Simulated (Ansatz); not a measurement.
# C3H7BFN: how energies converge with the basis set

One table from this session's results is given with a row withheld; the runs are named, their logs left out.

The runs use Ansatz 0.2.0, Gaussian basis; one geometry, several basis sets.

Plan: PBE0-D4/def2-SVP; ωB97M-V/def2-SVP; PBE0-D4/def2-QZVPP; ωB97M-V/def2-QZVPP; the functionals' def2-TZVPP values are taken from earlier runs.

### The geometry

All runs share one geometry, relaxed beforehand with PBE0-D4 in a triple-zeta def2 set.

SMILES `N=CBCCF`, 13 atoms, charge 0, spin multiplicity 1.

Atoms are counted from 1 here; the program's logs count them from 0.

Bond lengths: N1–C2 1.277 Å, N1–H7 1.025 Å, C2–B3 1.566 Å, C2–H8 1.095 Å, B3–C4 1.559 Å, B3–H9 1.202 Å, C4–C5 1.509 Å, C4–H10 1.102 Å, C4–H11 1.098 Å, C5–F6 1.389 Å, C5–H12 1.094 Å, C5–H13 1.095 Å. Angles: C2–N1–H7 109.6°, N1–C2–B3 122.7°, N1–C2–H8 115.5°, B3–C2–H8 121.7°, C2–B3–C4 125.0°, C2–B3–H9 116.1°, C4–B3–H9 118.7°, B3–C4–C5 117.4°, B3–C4–H10 106.3°, B3–C4–H11 109.1°, C5–C4–H10 109.2°, C5–C4–H11 110.3°, H10–C4–H11 103.5°, C4–C5–F6 109.5°, C4–C5–H12 112.4°, C4–C5–H13 111.7°, F6–C5–H12 107.1°, F6–C5–H13 107.4° and more.

The first run:

Contents of in.yaml:

```yaml
crystal:
  periodic: [false, false, false]
  atoms:
    - {symbol: N, position_ang: [-1.582101, 2.272686, 0.610041]}
    - {symbol: C, position_ang: [-0.968815, 1.152576, 0.638857]}
    - {symbol: B, position_ang: [-0.604337, 0.353350, -0.658087]}
    - {symbol: C, position_ang: [0.522237, -0.719745, -0.760715]}
    - {symbol: C, position_ang: [1.165791, -1.175950, 0.525387]}
    - {symbol: F, position_ang: [0.197879, -1.712195, 1.364295]}
    - {symbol: H, position_ang: [-1.854191, 2.491458, -0.353408]}
    - {symbol: H, position_ang: [-0.649488, 0.816047, 1.630555]}
    - {symbol: H, position_ang: [-1.199318, 0.663836, -1.655314]}
    - {symbol: H, position_ang: [1.294469, -0.295469, -1.422460]}
    - {symbol: H, position_ang: [0.145745, -1.583240, -1.325305]}
    - {symbol: H, position_ang: [1.916675, -1.954206, 0.361941]}
    - {symbol: H, position_ang: [1.636058, -0.343848, 1.059013]}
basis:
  gaussian: {orbitals: def2-SVP}
hamiltonian: {xc: pbe0, dispersion: d4}
output: {orbitals: {seedname: orbitals}}
```

Run with:

```sh
ansatz run in.yaml --threads 4 --pin off --events-out ev --progress --plain --max-ram 10444MiB
```

Steps of the session up to this table: PBE0-D4 in def2-SVP; ωB97M-V in def2-SVP; PBE0-D4 in def2-QZVPP; ωB97M-V in def2-QZVPP.

One table of the session follows, with a row left open; its other results are not shown here.

```
functional       basis  HOMO (eV)  LUMO (eV)
   PBE0-D4    def2-SVP          ?          ?
   PBE0-D4  def2-TZVPP      -7.44      -2.38
   PBE0-D4  def2-QZVPP      -7.47      -2.41
   ωB97M-V    def2-SVP      -9.61      -0.10
   ωB97M-V  def2-TZVPP      -9.82      -0.27
   ωB97M-V  def2-QZVPP      -9.86      -0.31
```

**Question.** Estimate the row for PBE0-D4, def2-SVP.

The run gave: HOMO (eV): -7.25; LUMO (eV): -2.27. In the column «HOMO (eV)» it is the highest.
